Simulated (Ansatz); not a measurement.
Sheet: Co, a sheet with vacuum.

```xyz
1
Lattice="2.3472 0.0000 0.0000 -1.1736 2.0327 0.0000 0.0000 0.0000 23.8000" Properties=species:S:1:pos:R:3 pbc="T T T"
Co    0.0000    0.0000    7.0001
```

The cell was built by a generator and needn't be a form met in nature.

A run of Ansatz 0.2.0 on this cell left the log below. Logs are shortened: lines on timing, memory, paths and dates and some standing lists are left out, and cuts for length are marked.

```text
Warning: RAYON_NUM_THREADS=2 ignored (pool sized by the plan → 2); use --threads N
LAPW: plane waves up to 9.269 Å⁻¹, error target 2.0e-3 eV per atom; small_component_spin mean_spin; Co in spheres of 1.174 Å, 17 of its electrons in bands, Dirac shells [] (how accurate: hamiltonian.pseudopotentials.lapw.basis_error, Limitations)
Engine: ansatz 0.2.0, x86_64-unknown-linux-gnu
Pseudopotentials: kind: all_electron
Pseudopotential: Co, LAPW, valence charge 17, lapw/all_electron/scalar/gaussian/Co, Koelling and Harmon's equation, gaussian nucleus
Functional definition: PBE
  parameter kappa = 0.804
  parameter beta = 0.06672455060314922
  exchange = pbe_x(kappa = kappa, mu = beta*pi^2/3)
  correlation = pbe_c(beta = beta)
Crystal: 1 atoms, lattice volume = 113.550 Å³
Basis set: ecut = 327.3075893359718 eV, 1529 PW (Γ), exchange–correlation at level 2
Bands: 14, of which v1, the nominal top of the filled ones, is band 9 counted from 1 (8 counted from 0)
Symmetry: 24 space group operations
Space group: P6/mmm (ITA 191), of the structure as read, at distance tolerance 4.8e-5 Å
Magnetic group: BNS 191.233 (UNI 1463), of the structure as read, at distance tolerance 4.8e-5 Å
k-points: 21 of 169
Non-local potential: Co, projectors of the file, none
Initial density: superposition of atomic densities (neutral atoms: chi_scale 0, normalization atom)
Starting moments: Σ|m| = 2 μB on 1 of 1 site
Initial wavefunctions: plane waves of lowest kinetic energy (no species holds an atomic orbital)
Functional: x = pbe(κ = 0.804, μ = 0.2195149727645171), c = pbe(β = 0.06672455060314922)
[... 13 lines left out ...]
SCF iter   8: F=—  HF=-37916.174758 eV  |F-HF|=—  |Δ(HF+E_count)|=   9.74e-6  Δρ=9.45e-6 (↑9.02e-6 ↓9.45e-6)  dr2=1.58e-7  dr2_m=5.18e-8  M=1.722 μB ∫|m|=1.945 μB  β_m=0.81  ethr=6.14e-9  ⟨swp⟩=3.0  Hψ=1743  notcnv=0
SCF iter   9: F=—  HF=-37916.174758 eV  |F-HF|=—  |Δ(HF+E_count)|=   5.07e-8  Δρ=3.53e-6 (↑2.75e-6 ↓3.53e-6)  dr2=3.38e-9  dr2_m=9.09e-9  M=1.722 μB ∫|m|=1.946 μB  β_m=0.90  ethr=9.32e-10  ⟨swp⟩=2.8  Hψ=1592  notcnv=0
iter 10 met the thresholds in force, and the SCF goes on: an eigenvalue changes by 4.02 meV, over its tolerance of 0.50 meV (output.eigenvalues, Limitations)
SCF iter  10: F=-37916.174758 eV  HF=-37916.174758 eV  |F-HF|=8.03e-9  |Δ(HF+E_count)|=  9.39e-10  Δρ=9.16e-7 (↑6.17e-7 ↓9.16e-7)  dr2=2.05e-9  dr2_m=1.15e-10  M=1.722 μB ∫|m|=1.946 μB  β_m=0.95  ethr=1.99e-11  ⟨swp⟩=3.0  Hψ=1642  notcnv=0
SCF iter  11: F=-37916.174758 eV  HF=-37916.174758 eV  |F-HF|=8.00e-11  |Δ(HF+E_count)|=   1.07e-9  Δρ=8.19e-8 (↑5.72e-8 ↓8.19e-8)  dr2=1.68e-11  dr2_m=3.50e-12  M=1.722 μB ∫|m|=1.946 μB  ethr=1.21e-11  ⟨swp⟩=2.5  Hψ=1548  notcnv=0
SCF 1 converged in 11 iterations: F = -37916.174758 eV  dr2 = 1.68e-11
SCF converged after 11 iterations
an eigenvalue changed by more than its tolerance at an iteration that met the thresholds in force, so the SCF went on 1 time: the last check found none over its tolerance
Magnetization: 1.7217 μB (9.3609 up, 7.6391 down)
Absolute magnetization: 1.9455 μB (∫|ρ↑−ρ↓|)
Spin contamination: 0.0562 ħ² per cell (⟨S²⟩ above its minimum at these occupations)
Per-site moments (μB) at R_I (Å): [(1.8137614626288752, 1.1735745418537558)]
Free energy (F): -37916.174758 eV
Harris-Foulkes:  -37916.174758 eV  (|F-HF|=8.00e-11)
Internal energy: -37916.160685 eV  (E = F + TS)
E sigma→0 (E₀):  -37916.167722 eV
Entropy (-TS):   -0.014072 eV (-14.072 meV/atom)
Fermi energy:    -2.797585 eV
--- Per-component energies (eV) ---
  E_band       = -607.292130
  E_kinetic    = 38480.384658
  E_xc         = -1623.343800
  E_electrostatic = -74773.201544  (all electrons and nuclei)
  E_smearing   = -0.014072  (= −TS)
  E_closure    = 0.000000  (closes the sum)
  E_atoms      = -37909.289263  (free atoms, spherical and without spin; not in F)
  Σ components = -37916.174758   (vs F -37916.174758, Δ=0.00e0)
  Basis errors (estimates in eV, not in F): energy 9.3e-4 per atom: plane waves 8.5e-4 (5.3e-4 summed), levels above the bands 4.2e-55, relativity 4.5e-8, radial functions 8.2e-5, core shells 8.2e-9; eigenvalues (radial functions only) 3.0e-6; not estimated: angular momenta, meshes, grids; target (lapw.basis_error) 2.0e-3; muffin-tin radii Co 1.174 Å
--- Forces (eV/Å), atoms counted from 1 ---
  atom   1  Co     0.00000000    -0.00000000     0.00000000
  max |Σ_I F_I| component: 6.57e-32 eV/Å
--- Stress (GPa, compression-positive) ---
       -0.139824       0.000000       0.000000
        0.000000      -0.139824       0.000000
        0.000000       0.000000       0.000254
  P = ⅓ Tr σ = -0.0931 GPa (-0.931 kbar)
--- Band table (eV; the first three rows and the last of 42) ---
  k-point 0 ↑: bands = ["-98.9536", "-62.3567", "-61.8897", "-61.8897", "-9.2595", "-5.6956", "-5.2595", "-5.2595", "-3.9879", "-3.9879", "-2.5525", "1.9805", "2.4588", "2.5671"]
  k-point 1 ↑: bands = ["-98.9494", "-62.3534", "-61.9149", "-61.8957", "-9.0160", "-5.6187", "-5.3454", "-5.1422", "-4.3526", "-4.0120", "-2.0545", "2.1862", "2.6811", "2.7804"]
  k-point 2 ↑: bands = ["-98.9377", "-62.3440", "-61.9845", "-61.9123", "-8.3363", "-5.5361", "-5.3979", "-4.9526", "-4.8088", "-4.0785", "-1.0323", "2.8037", "3.3439", "3.4208"]
  k-point 20 ↓: bands = ["-96.6914", "-60.2524", "-60.1820", "-59.8912", "-4.6624", "-4.1669", "-4.0332", "-3.5341", "-2.4696", "4.2718", "6.8773", "8.3155", "8.7341", "11.4826"]
```

Q: Write the input and the command behind it.

A: Single point with PBE, collinear spin, ferromagnetic start. The files as run (others can give the same):

input.yaml
```yaml
crystal:
  lattice:
    - [2.34715, 0.0, 0.0]
    - [-1.17358, 2.03269, 0.0]
    - [0.0, 0.0, 23.8]
  atoms:
    - { symbol: Co, position: [0.0, 0.0, 0.29412], spin: 2.0 }
kpoints:
  mp_grid: { grid: [13, 13, 1] }
scf:
  occupations: { method: fermi_dirac, width: 0.05 }
hamiltonian:
  xc: pbe
  pseudopotentials: { kind: all_electron, lapw: { basis_error: 0.002 } }
magnetization:
  spin_polarized: true
output:
  forces: true
  stress: true
  eigenvalues: true
```

Potentials or basis: all-electron LAPW, scalar-relativistic.
The run is started by
```bash
$ ansatz run input.yaml --threads 2 --pin off --max-ram 8192MiB --backend cpu --events-out ev --progress --plain --runs-dir out
```
